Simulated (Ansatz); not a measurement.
# BGeH6NSSi: the cost of one run

All numbers below are computed with Ansatz 0.2.0 (RKS BHLYP-D4/def2-SVP).

## Step 1: The system as given

Bond lengths: B1–Ge2 1.960 Å, Ge2–S3 2.228 Å, Ge2–Si4 2.368 Å, S3–Si4 2.176 Å, Si4–N5 1.766 Å, B1–H6 1.182 Å, B1–H7 1.225 Å, Ge2–H8 1.512 Å, Si4–H9 1.445 Å, N5–H10 1.005 Å, N5–H11 1.055 Å. Angles (14 of 19 angles, heavy atoms first): B1–Ge2–S3 109.6°, B1–Ge2–Si4 113.9°, S3–Ge2–Si4 56.4°, Ge2–S3–Si4 65.1°, Ge2–Si4–S3 58.5°, Ge2–Si4–N5 110.6°, S3–Si4–N5 112.5°, B1–Ge2–H8 124.1°, S3–Ge2–H8 109.6°, Si4–Ge2–H8 120.7°, Ge2–B1–H6 124.7°, Ge2–B1–H7 120.2°, Ge2–Si4–H9 116.3°, S3–Si4–H9 116.1°.

As a file:

```xyz
11

B    -1.8380    0.5578   -0.6270
Ge   -0.9739   -0.6343    0.6668
S     0.2759    0.5629    2.0692
Si    1.3926   -0.5771    0.5905
N     1.9464    0.4225   -0.7561
H    -1.6316    0.5512   -1.7913
H    -2.6253    1.4145   -0.2441
H    -1.6949   -1.7218    1.4314
H     2.0781   -1.7515    1.0797
H     1.8454   -0.1287   -1.5907
H     1.2907    1.2475   -0.8077
```

## Step 2: End point A

File input.yaml:

```yaml
crystal:
  periodic: [false, false, false]
  atoms:
    - { symbol: B, position_ang: [-1.838, 0.5578, -0.627] }
    - { symbol: Ge, position_ang: [-0.9739, -0.6343, 0.6668] }
    - { symbol: S, position_ang: [0.2759, 0.5629, 2.0692] }
    - { symbol: Si, position_ang: [1.3926, -0.5771, 0.5905] }
    - { symbol: "N", position_ang: [1.9464, 0.4225, -0.7561] }
    - { symbol: H, position_ang: [-1.6316, 0.5512, -1.7913] }
    - { symbol: H, position_ang: [-2.6253, 1.4145, -0.2441] }
    - { symbol: H, position_ang: [-1.6949, -1.7218, 1.4314] }
    - { symbol: H, position_ang: [2.0781, -1.7515, 1.0797] }
    - { symbol: H, position_ang: [1.8454, -0.1287, -1.5907] }
    - { symbol: H, position_ang: [1.2907, 1.2475, -0.8077] }
basis:
  gaussian: { orbitals: def2-SVP }
hamiltonian:
  xc: { name: BHLYP }
  dispersion: d4
relax:
  f_tol: 0.015
  max_steps: 40
output:
  orbitals: {}
```

Run with:

```bash
ansatz run input.yaml --threads 2 --pin off --max-ram 3072MiB --backend cpu --events-out ev --progress --plain --runs-dir out
```

**Question.** How long does this run take on 2 threads of INTEL XEON PLATINUM 8581C at 2.10GHz (Emerald Rapids), shared host, and how much memory does it need?

About 1.7 min, with a peak of 0.36 GiB.
